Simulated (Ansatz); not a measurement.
**CH4GeOS: basis-set convergence**

One table from this session's results is given with a row withheld; the runs are named, their logs left out.

Method: one geometry, several basis sets; program: Ansatz 0.2.0, Gaussian basis.

The runs, in order: PBE0-D4/def2-SVP; ωB97M-V/def2-SVP; PBE0-D4/def2-QZVPP; ωB97M-V/def2-QZVPP; the functionals' def2-TZVPP values are taken from earlier runs.

### Structure used throughout

The geometry comes from an earlier relaxation with PBE0-D4 in a triple-zeta def2 set; it is a stationary point, not always the lowest conformer.

8 atoms, charge 0, spin multiplicity 1.

Atoms are counted from 1 here; the program's logs count them from 0.

Bond lengths: O1–C2 1.197 Å, C2–S3 1.789 Å, C2–Ge4 2.008 Å, S3–H5 1.342 Å, Ge4–H6 1.533 Å, Ge4–H7 1.537 Å, Ge4–H8 1.532 Å. Angles: O1–C2–S3 120.1°, O1–C2–Ge4 120.7°, S3–C2–Ge4 119.3°, C2–S3–H5 96.1°, C2–Ge4–H6 107.1°, C2–Ge4–H7 110.4°, C2–Ge4–H8 107.2°, H6–Ge4–H7 110.4°, H6–Ge4–H8 110.7°, H7–Ge4–H8 110.9°.

The first run:

Input file in.yaml:

```yaml
crystal:
  periodic: [false, false, false]
  atoms:
    - {symbol: O, position_ang: [0.617593, -1.009884, 1.785904]}
    - {symbol: C, position_ang: [0.665656, -0.354650, 0.785630]}
    - {symbol: S, position_ang: [2.210225, 0.388338, 0.274134]}
    - {symbol: Ge, position_ang: [-0.981105, -0.059913, -0.325398]}
    - {symbol: H, position_ang: [1.730830, 0.960156, -0.841104]}
    - {symbol: H, position_ang: [-1.946107, 0.784496, 0.514215]}
    - {symbol: H, position_ang: [-0.623189, 0.672069, -1.628951]}
    - {symbol: H, position_ang: [-1.581802, -1.437714, -0.620327]}
basis:
  gaussian: {orbitals: def2-SVP}
hamiltonian: {xc: pbe0, dispersion: d4}
output: {orbitals: {seedname: orbitals}}
```

On the command line:

```
$ ansatz run in.yaml --threads 4 --pin off --events-out ev --progress --plain --max-ram 10444MiB
```

Steps of the session up to this table: PBE0-D4 in def2-SVP; ωB97M-V in def2-SVP; PBE0-D4 in def2-QZVPP; ωB97M-V in def2-QZVPP.

One table of the session follows, with a row left open; its other results are not shown here.

It belongs to the step «Functionals by basis». 

```
functional       basis  HOMO (eV)
   PBE0-D4    def2-SVP      -7.19
   PBE0-D4  def2-TZVPP      -7.29
   PBE0-D4  def2-QZVPP          ?
   ωB97M-V    def2-SVP      -9.29
   ωB97M-V  def2-TZVPP      -9.43
   ωB97M-V  def2-QZVPP      -9.46
```

**Question.** Estimate the row for PBE0-D4, def2-QZVPP.

**Answer.** HOMO (eV): -7.32. In the column «HOMO (eV)» it lies between ωB97M-V, def2-SVP (-9.29) and PBE0-D4, def2-TZVPP (-7.29).
